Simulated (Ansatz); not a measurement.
# CH6AlFO2Si: a ladder of functionals and wavefunction methods

How much do the methods differ for CH6AlFO2Si? The plan is to run it at one geometry with functionals of several rungs and with coupled cluster. The yardstick is the atomisation energy at the CCSD(T) limit.

Program: Ansatz 0.2.0, Gaussian basis. Level of theory: functionals in def2-TZVPP, the program's frozen cores in correlated methods. These are calculated values, not measurements.

Plan: LDA (SPW92), PBE-D4, revPBE-D4, BLYP-D4, r2SCAN-D4, B97M-V, PBE0-D4, B3LYP-D4, r2SCANh-D4, r2SCAN0-D4, HSE06-D4, BHLYP-D4, CAM-B3LYP-D4, LC-ωPBE, ωB97X-V, ωB97M-V, B2PLYP, PBE-QIDH; CCSD(T)/def2-SVP; CCSD(T)/def2-TZVPP; MP2/def2-QZVPP; extrapolation to the limit; RPA on PBE.

## Step 1: The geometry

All runs share one geometry, relaxed beforehand with PBE0-D4 in a triple-zeta def2 set.

SMILES `C[O][Al]([F])[O][SiH3]`, 12 atoms, charge 0, spin multiplicity 1.

Atoms are counted from 1 here; the program's logs count them from 0.

Bond lengths: C1–O2 1.400 Å, C1–H7 1.094 Å, C1–H8 1.094 Å, C1–H9 1.096 Å, O2–Al3 1.668 Å, Al3–F4 1.638 Å, Al3–O5 1.669 Å, O5–Si6 1.626 Å, Si6–H10 1.486 Å, Si6–H11 1.487 Å, Si6–H12 1.486 Å. Angles: O2–C1–H7 109.8°, O2–C1–H8 109.9°, O2–C1–H9 112.6°, H7–C1–H8 108.0°, H7–C1–H9 108.2°, H8–C1–H9 108.2°, C1–O2–Al3 134.6°, O2–Al3–F4 117.9°, O2–Al3–O5 122.3°, F4–Al3–O5 119.8°, Al3–O5–Si6 170.0°, O5–Si6–H10 110.0°, O5–Si6–H11 109.6°, O5–Si6–H12 110.3°, H10–Si6–H11 108.9°, H10–Si6–H12 109.1°, H11–Si6–H12 108.9°.

## Step 2: LDA

This LDA is Slater exchange with PW92 correlation.

Contents of in.yaml:

```yaml
crystal:
  periodic: [false, false, false]
  atoms:
    - {symbol: C, position_ang: [-0.079876, 1.995927, 1.448321]}
    - {symbol: O, position_ang: [0.916690, 1.698029, 0.510868]}
    - {symbol: Al, position_ang: [1.185351, 0.441993, -0.553977]}
    - {symbol: F, position_ang: [2.524691, 0.507676, -1.495247]}
    - {symbol: O, position_ang: [0.143831, -0.855490, -0.682242]}
    - {symbol: Si, position_ang: [-0.692802, -2.210953, -1.008076]}
    - {symbol: H, position_ang: [-0.549658, 2.952414, 1.199743]}
    - {symbol: H, position_ang: [0.362278, 2.084811, 2.445229]}
    - {symbol: H, position_ang: [-0.862920, 1.229852, 1.487918]}
    - {symbol: H, position_ang: [0.037227, -3.396884, -0.488192]}
    - {symbol: H, position_ang: [-2.026729, -2.141603, -0.355532]}
    - {symbol: H, position_ang: [-0.881283, -2.361071, -2.474913]}
basis:
  gaussian: {orbitals: def2-TZVPP}
hamiltonian: {xc: lda}
output: {orbitals: {seedname: orbitals}}
```

The run is started by

```
$ ansatz run in.yaml --threads 2 --pin off --events-out ev --progress --plain --max-ram 32768MiB --backend cuda --devices 0, --max-vram 18GiB
```

Further steps of the session: PBE-D4 (GGA); revPBE-D4 (GGA); BLYP-D4 (GGA); r2SCAN-D4 (meta-GGA); B97M-V (meta-GGA); PBE0-D4 (hybrid); B3LYP-D4 (hybrid); r2SCANh-D4 (hybrid); r2SCAN0-D4 (hybrid); HSE06-D4 (hybrid); BHLYP-D4 (hybrid); CAM-B3LYP-D4 (range-separated); LC-ωPBE (range-separated); ωB97X-V (range-separated); ωB97M-V (range-separated); B2PLYP (double hybrid); PBE-QIDH (double hybrid); CCSD(T) in def2-SVP; CCSD(T) in def2-TZVPP; MP2 in def2-QZVPP; RPA on PBE orbitals.

Before running them: what should the planned runs give, taken together? Wanted: atomisation energy, CCSD(T)/CBS; farthest beyond LDA; mean size of error, GGA; mean size of error, meta-GGA; mean size of error, hybrid; mean size of error, range-separated; mean size of error, double hybrid; gap, smallest and largest; T1 diagnostic.

**Answer**, as computed:

| quantity | value |
| --- | --- |
| atomisation energy, CCSD(T)/CBS | 4634.3 kJ/mol |
| functionals within 23.2 kJ/mol (0.5 %) | PBE-D4, r2SCAN-D4, CAM-B3LYP-D4, ωB97X-V, ωB97M-V |
| farthest beyond LDA | BHLYP-D4 (-165.7 kJ/mol) |
| mean size of error, GGA | 63.1 kJ/mol |
| mean size of error, meta-GGA | 21.4 kJ/mol |
| mean size of error, hybrid | 90.4 kJ/mol |
| mean size of error, range-separated | 21.6 kJ/mol |
| mean size of error, double hybrid | 74.9 kJ/mol |
| gap, smallest and largest | 5.07 eV (LDA (SPW92)), 12.67 eV (LC-ωPBE) |
| T1 diagnostic | 0.0120 |
| triples share of the correlation energy | 3.2 % |

The LDA atomisation energy is off by 560.1 kJ/mol (12 %): it overbinds. PBE-D4 is off by -11.8 kJ/mol. Double hybrids carry the basis error of their MP2 part in triple zeta, and no dispersion term here, so their miss is partly the set-up's. The rungs meta-GGA, range-separated miss on average by less than the doubt on the reference (23.2 kJ/mol), so they tie. Misses under about 23.2 kJ/mol are within the doubt on the reference itself, which lacks core-valence correlation, relativity and higher excitations. Hartree-Fock recovers 74 % of the binding; the rest is correlation. CCSD(T) in def2-SVP is off by -306.2 kJ/mol, more than most functionals: a good method in a small basis is no reference. The gap grows from 5.1 to 12.7 eV across the functionals, mostly with the share of exact exchange.
